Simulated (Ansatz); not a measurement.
# Hf3N2: element swaps in one structure

One table from this session's results is given with a row withheld; the runs are named, their logs left out.

Program: Ansatz 0.2.0. Level of theory: DFT PBEsol, scalar-relativistic, plane waves, PAW. These are calculated values, not measurements.

1 further run of the same task is left out (set aside as unsound or not needed).

## The system as given

The structure is trigonal, space group R-3m (No. 166). The conventional cell has a = 3.193 Å, b = 3.193 Å, c = 23.125 Å, α = 90.00°, β = 90.00°, γ = 120.00°. Hf (site symmetry 3m) has 3 N at 2.26 Å as nearest neighbours. Hf (site symmetry -3m) has 6 N at 2.25 Å as nearest neighbours. N (site symmetry 3m) has 6 Hf at 2.25 to 2.26 Å as nearest neighbours.

Coordinates:

```
Hf N
1.0
     1.59667    0.92184    7.70819
    -1.59667    0.92184    7.70819
     0.00000   -1.84368    7.70819
Hf N
3 2
Direct
  0.77898 0.77898 0.77898
  0.22102 0.22102 0.22102
  0.00000 0.00000 0.00000
  0.61113 0.61113 0.61113
  0.38887 0.38887 0.38887
```

It goes back to an entry of the Materials Project, which need not be the stable form.

It is the result of an earlier relaxation at this level (volume 13.61 Å³/atom; gap on the mesh: none (metal)).

Set-up of the first run:

Input file input.yaml:

```yaml
crystal:
  lattice:
    - [1.7117773606, 0.9882951199, 8.2638642889]
    - [-1.7117773606, 0.9882951199, 8.2638642889]
    - [0.0, -1.9765902398, 8.2638642889]
  atoms:
    - { symbol: Zr, position: [0.778975136, 0.778975136, 0.778975136] }
    - { symbol: Zr, position: [0.221024864, 0.221024864, 0.221024864] }
    - { symbol: Zr, position: [0.0, 0.0, 0.0] }
    - { symbol: P, position: [0.6111305274, 0.6111305274, 0.6111305274] }
    - { symbol: P, position: [0.3888694726, 0.3888694726, 0.3888694726] }
basis:
  ecutwfc: 420
kpoints:
  mp_grid: { grid: [6, 6, 6] }
hamiltonian:
  xc: pbesol
scf:
  occupations: { method: gaussian, width: 0.1 }
output:
  forces: true
  stress: true
  eigenvalues: true
```

Launch:

```
$ ansatz run input.yaml --threads 1 --pin off --max-ram 2560MiB --backend cpu --events-out ev --progress --plain --runs-dir out
```

Steps of the session up to this table: Probe: one point at the start (Zr3P2); A loose first relaxation (Zr3P2); Relaxing cell and atoms (Zr3P2).

One of the session's tables, all rows but one given; the rest of the session is left out.

It belongs to the step «The crystals compared». Lengths are those of the vectors of the cell that was run:

| swap | volume (Å³/atom) | a (Å) | b (Å) | c (Å) | ΔH_f (eV/atom) |
| --- | --- | --- | --- | --- | --- |
| none | 13.61 | 7.926 | 7.926 | 7.926 | -1.573 |
| Hf → Ru | 10.22 | 8.129 | 8.129 | 8.129 | 0.508 |
| N → Sb | ? | ? | ? | ? | ? |
| Hf → Zr, N → P | 19.30 | 8.794 | 8.794 | 8.794 | -1.184 |

**Question.** Estimate the row for N → Sb.

**Answer.** volume (Å³/atom): 23.30; a (Å): 10.120; b (Å): 10.120; c (Å): 10.120; ΔH_f (eV/atom): -0.243. In the column «volume (Å³/atom)» it is the highest.

Lengths are those of the computed cell. ΔH_f is taken against the elements in their standard states, computed with the same functional; temperature and zero-point motion are left out. Rows of earlier swaps come from the sessions before.
